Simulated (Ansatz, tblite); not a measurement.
**Si20H30 bond sphere (Si₂₀H₂₉): a ladder of methods and basis sets**

How do method and basis change the picture of Si20H30 bond sphere (Si₂₀H₂₉) (doublet)?

Computed with Ansatz 0.2.0, Gaussian basis. Level: as each input shows.

Levels to be run: GFN1-xTB, GFN2-xTB, PBE-D4/def2-SVP, r2SCAN-D4/def2-SVP, HSE06-D4/def2-SVP, CAM-B3LYP-D4/def2-SVP, B2PLYP/def2-SVP, r2SCAN-D4/def2-mTZVP, HF/6-31G, B3LYP-D4/6-31G.

### Step 1. The geometry

The doublet was relaxed beforehand with PBE-D4/def2-SVP.

49 atoms, charge 0, spin multiplicity 2.

Bond lengths: Si1–Si11 2.358 Å, Si1–Si12 2.358 Å, Si1–Si13 2.363 Å, Si1–H21 1.512 Å, Si2–Si11 2.358 Å, Si2–Si14 2.357 Å, Si2–H22 1.504 Å, Si2–H23 1.510 Å, Si3–Si13 2.364 Å, Si3–Si15 2.357 Å, Si3–Si16 2.357 Å, Si3–H24 1.512 Å, Si4–Si14 2.358 Å, Si4–Si15 2.358 Å, Si4–H25 1.510 Å, Si4–H26 1.504 Å, Si5–Si12 2.364 Å, Si5–Si17 2.343 Å and more. Angles: Si11–Si1–Si12 102.8°, Si11–Si1–Si13 113.5°, Si11–Si1–H21 108.8°, Si12–Si1–Si13 114.0°, Si12–Si1–H21 108.8°, Si13–Si1–H21 108.7°, Si11–Si2–Si14 112.0°, Si11–Si2–H22 109.6°, Si11–Si2–H23 108.5°, Si14–Si2–H22 111.7°, Si14–Si2–H23 107.1°, H22–Si2–H23 107.8°, Si13–Si3–Si15 113.3°, Si13–Si3–Si16 113.2°, Si13–Si3–H24 109.3°, Si15–Si3–Si16 102.9°, Si15–Si3–H24 108.9°, Si16–Si3–H24 108.9° and more.

PBE0-D4/def2-SVP was run before; its log isn't repeated, and its numbers join the tables.

### Step 2. GFN1-xTB

Tight binding, by tblite at 300 K electronic temperature and without a spin-polarisation term:

```python
tblite.interface.Calculator('GFN1-xTB', numbers, positions, charge=0, uhf=1).singlepoint()
```

Energy -1425.7459 eV; 0.36 s.

### Step 3. GFN2-xTB

Tight binding, by tblite at 300 K electronic temperature and without a spin-polarisation term:

```python
tblite.interface.Calculator('GFN2-xTB', numbers, positions, charge=0, uhf=1).singlepoint()
```

Energy -1333.7180 eV; 0.46 s.

### Step 4. PBE-D4/def2-SVP

start.molden holds the orbitals of an earlier run on this state, given as this run's starting guess.

The input, in.yaml:

```yaml
crystal:
  periodic: [false, false, false]
  atoms:
    - {symbol: Si, position_ang: [-1.967409, -2.024569, -0.774399]}
    - {symbol: Si, position_ang: [-2.108295, 0.805422, -3.470849]}
    - {symbol: Si, position_ang: [-1.976697, 0.705814, 1.971635]}
    - {symbol: Si, position_ang: [-2.114100, 3.403655, -0.858283]}
    - {symbol: Si, position_ang: [0.849326, -2.174959, -3.467629]}
    - {symbol: Si, position_ang: [0.771693, -2.022834, 1.970433]}
    - {symbol: Si, position_ang: [3.469681, -2.173727, -0.843157]}
    - {symbol: Si, position_ang: [0.741864, 0.693359, -0.740457]}
    - {symbol: Si, position_ang: [0.851958, 3.403402, 2.114939]}
    - {symbol: Si, position_ang: [3.467087, 0.806646, 2.115354]}
    - {symbol: Si, position_ang: [-3.336614, -0.788728, -2.242920]}
    - {symbol: Si, position_ang: [-0.748819, -3.411707, -2.240313]}
    - {symbol: Si, position_ang: [-0.616365, -0.673066, 0.615586]}
    - {symbol: Si, position_ang: [-0.643022, 2.040449, -2.098137]}
    - {symbol: Si, position_ang: [-3.344677, 2.171860, 0.732158]}
    - {symbol: Si, position_ang: [-0.740095, 2.171160, 3.342901]}
    - {symbol: Si, position_ang: [2.051787, -0.749645, -2.048477]}
    - {symbol: Si, position_ang: [2.240526, -3.409304, 0.754500]}
    - {symbol: Si, position_ang: [2.237103, -0.786660, 3.342633]}
    - {symbol: Si, position_ang: [2.096454, 2.040647, 0.647301]}
    - {symbol: H, position_ang: [-2.846198, -2.890163, 0.099305]}
    - {symbol: H, position_ang: [-1.375886, 0.123487, -4.593756]}
    - {symbol: H, position_ang: [-3.076088, 1.789118, -4.082954]}
    - {symbol: H, position_ang: [-2.853735, -0.161403, 2.846143]}
    - {symbol: H, position_ang: [-3.079092, 4.021064, -1.841518]}
    - {symbol: H, position_ang: [-1.382700, 4.523693, -0.170423]}
    - {symbol: H, position_ang: [0.166104, -1.426911, -4.578972]}
    - {symbol: H, position_ang: [1.835408, -3.135842, -4.084840]}
    - {symbol: H, position_ang: [-0.103349, -2.889267, 2.847068]}
    - {symbol: H, position_ang: [4.088176, -3.135709, -1.827360]}
    - {symbol: H, position_ang: [4.580129, -1.424754, -0.159497]}
    - {symbol: H, position_ang: [0.164387, 4.521825, 1.380814]}
    - {symbol: H, position_ang: [1.832381, 4.023017, 3.081368]}
    - {symbol: H, position_ang: [4.590761, 0.123932, 1.384859]}
    - {symbol: H, position_ang: [4.078098, 1.791023, 3.083098]}
    - {symbol: H, position_ang: [-3.950370, -1.771407, -3.210628]}
    - {symbol: H, position_ang: [-4.459112, -0.104237, -1.512004]}
    - {symbol: H, position_ang: [-1.737467, -4.044498, -3.191793]}
    - {symbol: H, position_ang: [-0.047299, -4.519301, -1.503499]}
    - {symbol: H, position_ang: [0.223299, 2.920159, -2.969679]}
    - {symbol: H, position_ang: [-4.462273, 1.435904, 0.045170]}
    - {symbol: H, position_ang: [-3.964348, 3.139173, 1.711431]}
    - {symbol: H, position_ang: [-1.720332, 3.138224, 3.961398]}
    - {symbol: H, position_ang: [-0.055071, 1.434650, 4.461296]}
    - {symbol: H, position_ang: [1.505013, -4.517523, 0.052602]}
    - {symbol: H, position_ang: [3.190915, -4.041296, 1.744684]}
    - {symbol: H, position_ang: [3.203664, -1.769349, 3.958116]}
    - {symbol: H, position_ang: [1.504396, -0.101976, 4.463800]}
    - {symbol: H, position_ang: [2.969173, 2.921140, -0.217046]}
basis:
  gaussian: {orbitals: def2-SVP, fitting: {mean_field: def2-universal-jkfit}, initial_orbitals: start.molden}
magnetization: {spin_polarized: true, initial_magnetization: 1}
hamiltonian: {xc: pbe, dispersion: d4}
scf: {omitted_lower_state_checks: [starts]}
output: {orbitals: {seedname: orbitals}}
```

Started as:

```console
$ ansatz run in.yaml --threads 2 --pin off --events-out ev --progress --plain --max-ram 22528MiB --backend cuda --devices 0, --max-vram 18GiB
```

Further steps of the session: r2SCAN-D4/def2-SVP; HSE06-D4/def2-SVP; CAM-B3LYP-D4/def2-SVP; B2PLYP/def2-SVP; r2SCAN-D4/def2-mTZVP; HF/6-31G; B3LYP-D4/6-31G.

Before running them: what should the planned runs give, taken together? Wanted: gap in def2-SVP, named functionals, smallest and largest; binding an atom, functionals in def2-SVP; ⟨S²⟩ in def2-SVP, named functionals, smallest and largest.

**Answer**, as computed:

| quantity | value |
| --- | --- |
| gap in def2-SVP, named functionals, smallest and largest | 1.05 eV (PBE-D4), 4.71 eV (CAM-B3LYP-D4) |
| binding an atom, functionals in def2-SVP | 3.18 (CAM-B3LYP-D4) to 3.23 eV (r2SCAN-D4) |
| ⟨S²⟩ in def2-SVP, named functionals, smallest and largest | 0.754, 0.757 |

**Reading.** Orbital gaps of the named functionals in def2-SVP span 1.05 eV (PBE-D4) to 4.71 eV (CAM-B3LYP-D4); exact exchange widens it. Over the named functionals in def2-SVP spin contamination reaches 0.01 (r2SCAN-D4), which is small.
